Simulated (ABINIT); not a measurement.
Crystal: MoSe.

```xyz
2
Lattice="3.5002 0.0000 0.0000 0.0000 3.5002 0.0000 0.0000 0.0000 3.5002" Properties=species:S:1:pos:R:3 pbc="T T T"
Mo    0.0000    0.0000    0.0000
Se    1.7501    1.7501    1.7501
```

The cell was built by a generator and needn't be a form met in nature.

| Item | Value |
| --- | --- |
| Program | ABINIT 10.8.3 (patched build) |
| Task | single point |
| Functional | PBE |
| Potentials or basis | JTH PAW PBE v2.0 |
| Cutoff | 408 eV |
| k mesh | 8 × 8 × 8 |
| Occupations | fermi-dirac, width 0.05 eV |
| Spin | no spin polarisation |

On this cell: pressure -26.0 GPa; largest force zero by symmetry; band gap on the k mesh none (metal or under the smearing width).

The same run follows on a disturbed copy (atoms moved at random, drawn with an rms of 0.05 Å):

```
Mo Se
1.0
     3.50023    0.00000    0.00000
     0.00000    3.50023    0.00000
     0.00000    0.00000    3.50023
Mo Se
1 1
Direct
  0.99814 0.00261 0.99735
  0.50269 0.50404 0.49293
```

Task: What changes?

Result: The energy (extrapolated to zero smearing) moves by -0.3 meV/atom; pressure -26.0 GPa; largest force 0.050 eV/Å; band gap on the k mesh none (metal or under the smearing width).

Forces on the atoms (eV/Å):
```
Mo  -0.037 -0.009  0.032
Se   0.037  0.009 -0.032
```

Caveats: so large a pressure means that the cell lies far from this level's equilibrium, or that cutoff or potentials fall short (some runs).
